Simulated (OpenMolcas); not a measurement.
**Mo²⁺ among point charges: CASSCF levels and susceptibility, part 1 of 2**

Aim: the splitting of the states of Mo²⁺ in the field of 6 point charges, its lowest levels with spin-orbit coupling and its magnetic susceptibility.

The numbers are computed with OpenMolcas 26.06 (state-averaged CASSCF, spin-orbit coupling by RASSI with atomic mean-field integrals), except any that are marked as measured or tabulated.

1 further run of the same task is left out (it didn't finish).

## 1. The atom as given

```
Species                           : Mo²⁺ (molybdenum, Z = 42, 40 electrons)
Basis                             : ANO-RCC-VDZP [6s5p3d1f], 43 functions
Scalar Hamiltonian                : DKH2, point nucleus
Inactive shells                   : 1s 2s 2p 3s 3p 3d 4s 4p
Active space                      : 4 electrons in 5 orbitals (4d)
Some configurations of this space : 4d⁴
Orbitals                          : optimised for each spin and parity, averaged over all roots
```

The outer shells:

4d4
```
4d [↑ ][↑ ][↑ ][↑ ][  ]
```

The ion sits among 6 point charges of -1.1 e arranged as a trigonal prism (D3h), 2.09 Å from the ion, with a polar angle of 58.4° against the regular 49.1°. The active orbitals were held to one l.

Each step is its own input file, run in one work folder so that later steps find the files of earlier ones. Labels, J, g values, rates, χT and fits are worked out afterwards by a script from the matrices that RASSI stores.

## 2. One- and two-electron integrals

File a.inp:

```
&GATEWAY
Coord
1

Mo 0.0 0.0 0.0
Basis=ANO-RCC-VDZP
Group=NoSym
NoMove
AngMom=0.0 0.0 0.0
AMFI
XField
6 Angstrom 0
1.780663 0.000000 1.094229 -1.100000
-0.890332 1.542100 1.094229 -1.100000
-0.890332 -1.542100 1.094229 -1.100000
1.780663 0.000000 -1.094229 -1.100000
-0.890332 1.542100 -1.094229 -1.100000
-0.890332 -1.542100 -1.094229 -1.100000
&SEWARD
```

Started as:

```console
$ OMP_NUM_THREADS=1 MOLCAS_MEM=1689 MOLCAS_PROJECT=a pymolcas a.inp > a.log
```

Standard output:

```text
Basis set label: MO.ANO-RCC...6S5P3D1F.

      Electronic valence basis set:
      ------------------
      Associated Effective Charge  42.000000 au
      Associated Actual Charge     42.000000 au
      Nuclear Model: Point charge

      Shell  nPrim  nBasis  Cartesian Spherical Contaminant
         s      21       6        X
         p      18       5        X
         d      13       3                 X
         f       6       1                 X
                  Relativistic Douglas-Kroll-Hess integrals:
                    - DKH order of Hamiltonian: 2
                    - DKH order of Properties : 0
                  Atomic mean-field integrals
```

## 3. Reference wave functions, quintets, 5 roots

File a.inp:

```
&RASSCF
FileOrb=start.orb
Symmetry=1
Spin=5
nActEl=4 0 0
Inactive=18
Ras2=5
CIRoot=5 5 1
SDav=5
CIMx=300
Iter=120 100
PrWF=0.3
OrbListing=Nothing
MaxOrb=0
SupSym
1
15 10 11 12 13 14 19 20 21 22 23 32 33 34 35 36
>>> COPY $Project.JobIph JOB001
```

Started as:

```console
$ OMP_NUM_THREADS=1 MOLCAS_MEM=1689 MOLCAS_PROJECT=a pymolcas a.inp > a.log
```

start.orb holds the contracted functions of the basis, ordered by shell, or the orbitals of the step before.

Standard output:

```text
Wave function specifications:
      -----------------------------

      Number of closed shell electrons          36
      Number of electrons in active shells       4
      Max number of holes in RAS1 space          0
      Max nr of electrons in RAS3 space          0
      Number of inactive orbitals               18
      Number of active orbitals                  5
      Number of secondary orbitals              20
      Spin quantum number                      2.0
      State symmetry                             1
Orbital specifications:
      -----------------------

      Symmetry species                           1
                                                 a
      Frozen orbitals                            0
      Inactive orbitals                         18
      Active orbitals                            5
      RAS1 orbitals                              0
      RAS2 orbitals                              5
      RAS3 orbitals                              0
      Secondary orbitals                        20
      Deleted orbitals                           0
      Number of basis functions                 43
      Number of CSFs                             5
      Number of root(s) required                 5
      Iter CI   SX   CI       RASSCF       Energy    max ROT     max BLB   max BLB  Level Ln srch  Step   QN
          iter iter root      energy       change     param      element    value   shift minimum  type update
 Nr of preliminary CI iterations:   1
      Total energies have been shifted. Add                -4000.00 au
        1   1    6    0   -48.22265140    0.00E+00   1.16E-01*  16  29 1 -1.06E-01*  0.00   0.00    SX    NO
        2   1    6    0   -48.25349583   -3.08E-02*  5.41E-02   18  31 1  8.14E-02*  0.00   0.00    SX    NO
        3   1    6    0   -48.25852822   -5.03E-03*  2.64E-02   16  29 1 -3.65E-02*  0.00   0.00    SX    NO
        4   1    6    0   -48.26010823   -1.58E-03*  1.49E-02   18  31 1  2.14E-02*  0.00   0.00    SX    NO
        5   1    6    0   -48.26055955   -4.51E-04*  5.19E-03   16  29 1 -1.16E-02*  0.00   0.64    QN   YES
        6   1    4    0   -48.26076729   -2.08E-04*  1.75E-04   16  29 1 -2.59E-04*  0.00   1.03    QN   YES
        7   1    3    0   -48.26076747   -1.81E-07*  3.72E-06   18  31 1  1.49E-05   0.00   1.00    QN   YES
        8   1    3    0   -48.26076747   -2.24E-10   6.43E-07   18  31 1  2.60E-06   0.00   1.20    QN   YES
      Convergence after  8 iterations
        9   1    3    0   -48.26076747   -4.55E-13   6.43E-07   16  29 1 -2.53E-08   0.00   1.20    QN   YES
      Natural orbitals and occupation numbers for root  1
      sym 1:   1.000000   1.000000   1.000000   1.000000   0.000000
      Natural orbitals and occupation numbers for root  2
      sym 1:  -0.000000   1.000000   1.000000   1.000000   1.000000
      Natural orbitals and occupation numbers for root  3
      sym 1:   1.000000   1.000000   1.000000  -0.000000   1.000000
::    RASSCF root number  1 Total energy:  -4048.26828992
::    RASSCF root number  2 Total energy:  -4048.26828991
::    RASSCF root number  3 Total energy:  -4048.26527395
::    RASSCF root number  4 Total energy:  -4048.26527389
::    RASSCF root number  5 Total energy:  -4048.23670968
```

## 4. Reference wave functions, triplets, 45 roots

File a.inp:

```
&RASSCF
FileOrb=start.orb
Symmetry=1
Spin=3
nActEl=4 0 0
Inactive=18
Ras2=5
CIRoot=45 45 1
SDav=45
CIMx=300
Iter=120 100
PrWF=0.3
OrbListing=Nothing
MaxOrb=0
SupSym
1
15 10 11 12 13 14 19 20 21 22 23 32 33 34 35 36
>>> COPY $Project.JobIph JOB002
```

Standard output:

```text
Wave function specifications:
      -----------------------------

      Number of closed shell electrons          36
      Number of electrons in active shells       4
      Max number of holes in RAS1 space          0
      Max nr of electrons in RAS3 space          0
      Number of inactive orbitals               18
      Number of active orbitals                  5
      Number of secondary orbitals              20
      Spin quantum number                      1.0
      State symmetry                             1
Orbital specifications:
      -----------------------

      Symmetry species                           1
                                                 a
      Frozen orbitals                            0
      Inactive orbitals                         18
      Active orbitals                            5
      RAS1 orbitals                              0
      RAS2 orbitals                              5
      RAS3 orbitals                              0
      Secondary orbitals                        20
      Deleted orbitals                           0
      Number of basis functions                 43
      Number of CSFs                            45
      Number of root(s) required                45
      Iter CI   SX   CI       RASSCF       Energy    max ROT     max BLB   max BLB  Level Ln srch  Step   QN
          iter iter root      energy       change     param      element    value   shift minimum  type update
 Nr of preliminary CI iterations:   1
      Total energies have been shifted. Add                -4000.00 au
        1   1    4    0   -48.15941032    0.00E+00  -1.56E-02   21  34 1 -1.01E-02*  0.00   0.00    SX    NO
        2   1    5    0   -48.15997889   -5.69E-04*  6.38E-03   16  31 1 -1.14E-02*  0.00   0.00    SX    NO
        3   1    5    0   -48.16007354   -9.46E-05*  3.97E-03   18  29 1  4.78E-03*  0.00   0.00    SX    NO
        4   1    5    0   -48.16010153   -2.80E-05*  2.18E-03   16  31 1 -2.98E-03*  0.00   0.00    SX    NO
        5   1    5    0   -48.16011054   -9.02E-06*  7.96E-04   16  31 1  1.65E-03*  0.00   0.64    QN   YES
        6   1    3    0   -48.16011481   -4.26E-06*  3.21E-06   12  34 1  3.82E-06   0.00   1.00    QN   YES
        7   1    2    0   -48.16011481   -4.50E-11   2.52E-07   16  28 1  7.64E-07   0.00   2.50    QN   YES
      Convergence after  7 iterations
        8   1    2    0   -48.16011481   -1.68E-11   2.52E-07   15  24 1  6.29E-08   0.00   2.50    QN   YES
      Natural orbitals and occupation numbers for root  1
      sym 1:   0.909374   0.121744   1.937764   0.121744   0.909374
      Natural orbitals and occupation numbers for root  2
      sym 1:   0.555938   0.520137   1.847863   0.520131   0.555931
      Natural orbitals and occupation numbers for root  3
      sym 1:   0.555938   0.520137   1.847863   0.520131   0.555932
::    RASSCF root number  1 Total energy:  -4048.22351116
::    RASSCF root number  2 Total energy:  -4048.21724294
::    RASSCF root number  3 Total energy:  -4048.21724294
::    RASSCF root number  4 Total energy:  -4048.21347519
::    RASSCF root number  5 Total energy:  -4048.21347518
::    RASSCF root number  6 Total energy:  -4048.19923377
::    RASSCF root number  7 Total energy:  -4048.19923377
::    RASSCF root number  8 Total energy:  -4048.19897951
::    RASSCF root number  9 Total energy:  -4048.19897951
::    RASSCF root number 10 Total energy:  -4048.19351494
::    RASSCF root number 11 Total energy:  -4048.19351494
::    RASSCF root number 12 Total energy:  -4048.19343617
::    RASSCF root number 13 Total energy:  -4048.19057425
::    RASSCF root number 14 Total energy:  -4048.19057422
::    RASSCF root number 15 Total energy:  -4048.18667687
::    RASSCF root number 16 Total energy:  -4048.18667686
::    RASSCF root number 17 Total energy:  -4048.18467915
::    RASSCF root number 18 Total energy:  -4048.18467915
::    RASSCF root number 19 Total energy:  -4048.18325501
::    RASSCF root number 20 Total energy:  -4048.18325501
::    RASSCF root number 21 Total energy:  -4048.17933017
::    RASSCF root number 22 Total energy:  -4048.17933017
::    RASSCF root number 23 Total energy:  -4048.17720762
::    RASSCF root number 24 Total energy:  -4048.17526795
::    RASSCF root number 25 Total energy:  -4048.16824980
::    RASSCF root number 26 Total energy:  -4048.16824979
::    RASSCF root number 27 Total energy:  -4048.16711369
::    RASSCF root number 28 Total energy:  -4048.16711369
::    RASSCF root number 29 Total energy:  -4048.16113406
::    RASSCF root number 30 Total energy:  -4048.16113406
```

## 5. CASSCF: singlets, 50 roots

File a.inp:

```
&RASSCF
FileOrb=start.orb
Symmetry=1
Spin=1
nActEl=4 0 0
Inactive=18
Ras2=5
CIRoot=50 50 1
SDav=50
CIMx=300
Iter=120 100
PrWF=0.3
OrbListing=Nothing
MaxOrb=0
SupSym
1
15 10 11 12 13 14 19 20 21 22 23 32 33 34 35 36
>>> COPY $Project.JobIph JOB003
```

Standard output:

```text
Wave function specifications:
      -----------------------------

      Number of closed shell electrons          36
      Number of electrons in active shells       4
      Max number of holes in RAS1 space          0
      Max nr of electrons in RAS3 space          0
      Number of inactive orbitals               18
      Number of active orbitals                  5
      Number of secondary orbitals              20
      Spin quantum number                      0.0
      State symmetry                             1
Orbital specifications:
      -----------------------

      Symmetry species                           1
                                                 a
      Frozen orbitals                            0
      Inactive orbitals                         18
      Active orbitals                            5
      RAS1 orbitals                              0
      RAS2 orbitals                              5
      RAS3 orbitals                              0
      Secondary orbitals                        20
      Deleted orbitals                           0
      Number of basis functions                 43
      Number of CSFs                            50
      Number of root(s) required                50
      Iter CI   SX   CI       RASSCF       Energy    max ROT     max BLB   max BLB  Level Ln srch  Step   QN
          iter iter root      energy       change     param      element    value   shift minimum  type update
 Nr of preliminary CI iterations:   1
      Total energies have been shifted. Add                -4000.00 au
        1   1    4    0   -48.11013606    0.00E+00  -7.48E-03   23  36 1 -5.18E-03*  0.00   0.00    SX    NO
        2   1    5    0   -48.11027291   -1.37E-04*  2.94E-03   16  31 1 -5.60E-03*  0.00   0.00    SX    NO
        3   1    5    0   -48.11029590   -2.30E-05*  1.83E-03   18  29 1  2.39E-03*  0.00   0.00    SX    NO
        4   1    5    0   -48.11030290   -7.00E-06*  1.02E-03   16  31 1 -1.50E-03*  0.00   0.00    SX    NO
        5   1    5    0   -48.11030519   -2.29E-06*  3.73E-04   16  31 1  8.40E-04*  0.00   0.64    QN   YES
        6   1    3    0   -48.11030631   -1.12E-06*  1.18E-06   16  28 1  1.59E-06   0.00   1.00    QN   YES
        7   1    2    0   -48.11030631   -8.19E-12   1.36E-07   16  28 1  3.94E-07   0.00   2.50    QN   YES
      Convergence after  7 iterations
        8   1    2    0   -48.11030631   -1.82E-12   1.36E-07   16  31 1  2.19E-08   0.00   2.50    QN   YES
      Natural orbitals and occupation numbers for root  1
      sym 1:   0.995069   0.032706   1.944451   0.032706   0.995067
      Natural orbitals and occupation numbers for root  2
      sym 1:   0.995067   0.032706   1.944451   0.032706   0.995069
      Natural orbitals and occupation numbers for root  3
      sym 1:   0.229911   0.827899   1.884381   0.229912   0.827897
::    RASSCF root number  1 Total energy:  -4048.19118367
::    RASSCF root number  2 Total energy:  -4048.19118367
::    RASSCF root number  3 Total energy:  -4048.18656820
::    RASSCF root number  4 Total energy:  -4048.17935291
::    RASSCF root number  5 Total energy:  -4048.17935291
::    RASSCF root number  6 Total energy:  -4048.17781885
::    RASSCF root number  7 Total energy:  -4048.17781885
::    RASSCF root number  8 Total energy:  -4048.16792175
::    RASSCF root number  9 Total energy:  -4048.16792175
::    RASSCF root number 10 Total energy:  -4048.16646353
::    RASSCF root number 11 Total energy:  -4048.16646353
::    RASSCF root number 12 Total energy:  -4048.15805229
::    RASSCF root number 13 Total energy:  -4048.15805229
::    RASSCF root number 14 Total energy:  -4048.15502185
::    RASSCF root number 15 Total energy:  -4048.15084980
::    RASSCF root number 16 Total energy:  -4048.15084980
::    RASSCF root number 17 Total energy:  -4048.14973738
::    RASSCF root number 18 Total energy:  -4048.14973736
::    RASSCF root number 19 Total energy:  -4048.14522631
::    RASSCF root number 20 Total energy:  -4048.14522629
::    RASSCF root number 21 Total energy:  -4048.14137703
::    RASSCF root number 22 Total energy:  -4048.14137703
::    RASSCF root number 23 Total energy:  -4048.13664262
::    RASSCF root number 24 Total energy:  -4048.13664262
::    RASSCF root number 25 Total energy:  -4048.13064085
::    RASSCF root number 26 Total energy:  -4048.13064085
::    RASSCF root number 27 Total energy:  -4048.12904704
::    RASSCF root number 28 Total energy:  -4048.11950201
::    RASSCF root number 29 Total energy:  -4048.11342974
::    RASSCF root number 30 Total energy:  -4048.10972370
```

(Continued in part 2 of 2.)
